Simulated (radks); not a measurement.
# Excited configurations of Ca⁺

One table from this session's results is given with a row withheld; the runs are named, their logs left out.

Program: radks (a radial shooting solver on a logarithmic mesh, Libxc functionals) version 1. Level of theory: non-relativistic Kohn-Sham, PBEsol, spin-unpolarised, spherical densities, point nucleus. These are calculated values, not measurements, unless marked.

## Starting point

- element: calcium (Z = 20)
- charge: +1
- electrons: 19
- configuration: [Ar] 4s1

The outer shells:

Ca⁺
```
[Ar] core
4s [↑ ]
```

Set-up of the first run:

Settings of this run:

```text
Z 20
configuration [Ar] 4s1
relativity non-relativistic
functional pbe_sol,pbe_sol
spin unpolarised
nucleus point
```

Among the steps run: Ground configuration: [Ar] 4s1.

One of the session's tables, all rows but one given; the rest of the session is left out.

It belongs to the step «Ground configuration: [Ar] 4s1». From the orbitals of this run (lengths in bohr):

| level | <r> | outermost maximum (interpolated) | 90 % within | nodes |
| --- | --- | --- | --- | --- |
| 1s | 0.07744 | 0.0509 | 0.138 | 0 |
| 2s | 0.3672 | 0.302 | 0.571 | 1 |
| 2p | 0.3289 | 0.248 | 0.542 | 0 |
| 3s | ? | ? | ? | ? |
| 3p | 1.268 | 1.05 | 1.96 | 1 |
| 4s | 3.617 | 3.17 | 5.31 | 3 |

**Question.** Estimate the row for 3s.

The run gave: <r>: 1.162; outermost maximum (interpolated): 0.999; 90 % within: 1.74; nodes: 2. In the column «<r>» it lies between 2s (0.3672) and 3p (1.268).

To keep in mind: Spin polarisation and multiplet splitting are left out, so open shells lie too high by an amount that depends on their filling.
